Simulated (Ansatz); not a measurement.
CH₄GeO, SMILES [CH2]1[O][GeH2]1, an active-space calculation

Computed with Ansatz 0.2.0, Python API.

Typed at the interpreter:
```pycon
>>> import ansatz as az
>>> GEOMETRY = """
... C    -0.52500   -0.48280   -0.67130
... O    -0.81010   -0.58360    0.64250
... Ge    0.63910    0.50560    0.42720
... H    -1.27090    0.19910   -1.17990
... H    -0.19210   -1.38080   -1.16020
... H     0.28750    1.94220    0.92160
... H     1.93280   -0.26770    0.97440
... """
>>> molecule = az.Crystal.molecule()
>>> for line in GEOMETRY.strip().splitlines():
...     symbol, *xyz = line.split()
...     molecule = molecule.atom(symbol, [float(v) for v in xyz])
...
>>> setup = (
...     molecule.calculation()
...     .basis(gaussian="def2-SVP")
...     .correlation(active_electrons=2, active_orbitals=2)
... )
>>> for method in [None]:
...     summary = (setup if method is None else setup.correlation(method)).run(threads=1, backend="cpu").report
...     space = summary["configurations"]
...     state = space["states"][0]
...     print(method or "casscf", f"total {summary['free_energy_ev'] / 27.211386246:.6f} Ha, active-space state {state['energy']['hartree']:.6f} Ha, mean field {summary['reference_energy_ev'] / 27.211386246:.6f} Ha")
...     print("  determinants", state["n_determinants"], " natural occupations", [round(n, 3) for n in space["natural_occupations"]])
...
casscf total -2190.011097 Ha, active-space state -2190.011097 Ha, mean field -2189.991218 Ha
  determinants 4  natural occupations [1.951, 0.049]
```

Notes:
- Total energies depend on the basis set; only differences at equal settings carry meaning.
- The geometry is a force-field or estimated start, not a minimum of this method, and the basis set is short of its limit. The active space starts as a window about the frontier orbitals and is then optimised, not chosen by chemistry.
- The whole script took 3.8 s on 1 thread of Arm Neoverse V1, with other jobs on the host, peak memory 0.21 GiB.

(Lines on the test bed's own set-up are left out of the output.)
